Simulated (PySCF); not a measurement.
# C6H3N: the cost of one run

Programs: PySCF 2.14.0, with routines of our own; each step states its level. All values are computed. Atoms count from 0.

## Step 1: The starting structure

10 atoms, charge 0, multiplicity 1; geometry from: GFN2-xTB.

## Step 2: Relaxing the molecule at PBE0/6-31G*

Job settings and geometry (Å):

```
{"job": {"xc": "PBE0", "basis": "6-31G*", "grid": 1, "kind": "geom"}, "charge": 0, "multiplicity": 1}
C     -4.113105    -0.043062    -0.698141
C     -2.923892     0.051219    -0.512676
C     -1.595702     0.160242    -0.301560
C     -0.396809     0.262328    -0.111974
C      0.927165     0.368377     0.098817
C      2.118009     0.450516     0.313337
N      3.436110     0.596316     0.457268
H     -5.145187    -0.126713    -0.858756
H      3.724314     1.164635     1.242319
H      3.977978    -0.250441     0.348838
```

Command:

```console
$ OMP_NUM_THREADS=1 python excited_run.py task.json out
```

This one command runs all jobs of the session in turn.

Q: Estimate the wall time and peak memory of this first job on 1 thread of Intel Xeon Platinum 8488C, shared host.

About 18 s, with a peak of 0.47 GiB.
